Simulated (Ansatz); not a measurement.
# SiNi: geometry and frequencies at several levels

An exercise on one series of results from a longer session: the logs are not shown, and one member is left open.

Program: Ansatz 0.2.0. Level of theory: the levels named in each step. These are calculated values, not measurements.

### The structure to begin with

Bond lengths: Si1–Ni2 2.127 Å.

Coordinates:

```xyz
2

Si    0.0000    0.0000    0.0000
Ni    0.0000    0.0000    2.1272
```

The first run:

The input, input.yaml:

```yaml
crystal:
  periodic: [false, false, false]
  atoms:
    - { symbol: Si, position_ang: [0.0, 0.0, 0.0] }
    - { symbol: Ni, position_ang: [0.0, 0.0, 2.1272] }
basis:
  gaussian: { orbitals: def2-SVP }
hamiltonian:
  xc: pbe
  dispersion: d4
relax:
  f_tol: 0.03
  max_steps: 200
```

Launch:

```console
$ ansatz run input.yaml --threads 2 --pin off --max-ram 5120MiB --backend cpu --events-out ev --progress --plain --runs-dir out
```

Among the steps run: A rough first relaxation, PBE-D4/def2-SVP; Relaxation, PBE0-D4/def2-TZVPP; Frequencies, PBE0-D4/def2-TZVPP; Relaxation, PBE-D4/def2-TZVPP; Frequencies, PBE-D4/def2-TZVPP; Relaxation, r2SCAN-D4/def2-TZVPP; Frequencies, r2SCAN-D4/def2-TZVPP; Relaxation, B3LYP-D4/def2-TZVPP; Frequencies, B3LYP-D4/def2-TZVPP; Relaxation, B2PLYP/def2-TZVPP; Frequencies, B2PLYP/def2-TZVPP.

One of the session's tables, all rows but one given; the rest of the session is left out.

```
               level  Si1–Ni2 (Å)  rotational constants (MHz)  dipole (D)  highest frequency (cm⁻¹)
  PBE0-D4/def2-TZVPP       2.0031                        6676        1.05                       507
   PBE-D4/def2-TZVPP       2.0342                      6473.8        0.50                       483
r2SCAN-D4/def2-TZVPP       2.0130                      6610.4        0.97                       502
 B3LYP-D4/def2-TZVPP       2.0125                      6613.7        0.62                       496
   B2PLYP/def2-TZVPP            ?                           ?           ?                         ?
```

Q: Estimate the row for B2PLYP/def2-TZVPP from the others.

As computed: Si1–Ni2 (Å): 2.0773; rotational constants (MHz): 6207.7; dipole (D): 1.02; highest frequency (cm⁻¹): 467. In the column «Si1–Ni2 (Å)» it is the highest.
